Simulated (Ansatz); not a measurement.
HfIn4SiO6:

```
CELL_PARAMETERS angstrom
3.23023 -5.57768 -0.02470
3.23023 5.57768 -0.02470
-1.49068 0.00000 6.32030
ATOMIC_POSITIONS crystal
Hf 0.10178 0.10178 0.00912
In 0.79222 0.48204 0.00818
In 0.48204 0.79222 0.00818
In 0.54472 0.21983 0.48398
In 0.21983 0.54472 0.48398
Si 0.85433 0.85433 0.44523
O 0.83500 0.58822 0.38104
O 0.58822 0.83500 0.38104
O 0.02899 0.02899 0.29500
O 0.97920 0.97920 0.69555
O 0.42852 0.14514 0.07435
O 0.14514 0.42852 0.07435
```

The cell was built by a generator and needn't be a form met in nature.

Base run:

| Property | Result |
| --- | --- |
| Program | Ansatz 0.2.0 |
| Functional | PBEsol |
| Potentials or basis | all-electron LAPW, scalar-relativistic |
| Cutoff | 495 eV (chosen from the basis error) |
| Basis error allowed | 0.002 eV/atom |
| k mesh | 4 × 4 × 3 |
| Occupations | fermi-dirac, width 0.05 eV |
| Spin | no spin polarisation |

Its results: band gap on the k mesh 0.50 eV, indirect (least direct gap 0.77 eV); pressure -3.3 GPa; largest force 0.205 eV/Å.

**Question.** The run is repeated on the same cell with these changes: functional from PBEsol to PBE. What comes out?

**Answer.** Band gap on the k mesh 0.56 eV, indirect (least direct gap 0.83 eV); pressure 0.0 GPa; largest force 0.008 eV/Å.

PBE binds less tightly than PBEsol, so the same cell stands under more pressure.

Caveats: spin-orbit coupling is left out, which moves the levels of the heavy elements.

A k mesh can miss the band edges.

The runs don't all hold the same shells in valence.
